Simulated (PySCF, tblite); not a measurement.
# C5H6SSi: geometry, infrared bands and NMR shifts

Aim: predict the infrared bands and NMR shifts of C5H6SSi (`C#CC1=CC[SiH2]S1`).

The runs use tblite 0.8.0 and PySCF 2.14.0, with density-fitted response routines of our own; the level of theory stands in each step. All values are computed, except where a source is named. Atoms are numbered from 0 throughout.

**1. Starting geometry**

13 atoms, charge 0, multiplicity 1; geometry from: force field or distance geometry start.

Bonds of the start (Å): C0–C1 1.21, C1–C2 1.41, C2–C3 1.35, C3–C4 1.51, C4–Si5 1.87, Si5–S6 2.15, S6–C2 1.75, C0–H7 1.06, C3–H8 1.09, C4–H9 1.10, C4–H10 1.09, Si5–H11 1.48, Si5–H12 1.49.

**2. Geometry optimisation with GFN2-xTB**

Job settings and geometry (Å):

```
{"job": {"kind": "relax", "xc": "GFN2-xTB", "basis": "xTB"}, "charge": 0, "multiplicity": 1}
C      3.445900     0.668800     0.132300
C      2.245100     0.506700     0.184400
C      0.853100     0.300200     0.272500
C      0.213800    -0.502800    -0.606900
C     -1.279900    -0.732400    -0.523300
Si    -1.979500     0.282600     0.885300
S     -0.091600     1.123000     1.493200
H      4.495800     0.832100     0.090400
H      0.774900    -1.035200    -1.372200
H     -1.740600    -0.428100    -1.473300
H     -1.487600    -1.796500    -0.378400
H     -2.902400     1.346400     0.424800
H     -2.551300    -0.564300     1.974800
```

Started as:

```bash
> OMP_NUM_THREADS=1 python probes_run.py task.json out
```

This one command runs all jobs of the session in turn.

**Question.** This job is followed by: GFN2-xTB harmonic vibrations, gas phase; GIAO PBE0/pcSseg-1 NMR shielding, non-relativistic, gas phase. Predict these results of the whole session: strongest single infrared mode (GFN2-xTB); zero-point energy (GFN2-xTB); ¹³C shifts against TMS (PBE0/pcSseg-1); ¹H shifts against TMS (PBE0/pcSseg-1, means over atoms taken as alike); ²⁹Si shifts against TMS (PBE0/pcSseg-1); ³³S shifts against CS2 (PBE0/pcSseg-1); surface potential, 1st and 99th percentile.

As calculated:

```
                                                              quantity                               value
                             strongest single infrared mode (GFN2-xTB)               2299 cm⁻¹, 372 km/mol
                                          zero-point energy (GFN2-xTB)                       53.6 kcal/mol
                                ¹³C shifts against TMS (PBE0/pcSseg-1)  140.6, 130.9, 90.6, 83.6, 22.4 ppm
¹H shifts against TMS (PBE0/pcSseg-1, means over atoms taken as alike)          6.47, 5.23, 2.82, 2.33 ppm
                               ²⁹Si shifts against TMS (PBE0/pcSseg-1)                           -12.4 ppm
                                ³³S shifts against CS2 (PBE0/pcSseg-1)                             -64 ppm
                                 surface potential, 1st and 99th percentile                  -0.99 V and 1.56 V
```

What this shows: The optimisation took 33 steps and gained 0.101 eV; among the close pairs (by a distance rule), C2–S6 changed most, from 1.749 to 1.786 Å. No mode is imaginary among the 33: a minimum at this level. The strongest single mode, at 2299 cm⁻¹, moves mainly H12 and H11. GFN2-xTB is a fitted tight-binding method: band positions and strengths are rough. Its intensities can rank the bands wrongly. The most deshielded hydrogen is H8 (hydrogen on an alkene CH), at 6.47 ppm: attached to an sp2 carbon and in the plane of the double bond. At PBE0/pcSseg-1: Shielding is most anisotropic at S6 (span 559 ppm, paramagnetic term -488 ppm). At PBE0/pcSseg-1, counted by nearest atom on the grid, the HOMO lies on S6 41 %; C3 24 %, the LUMO on C3 27 %; C0, C2 about 19 % each.
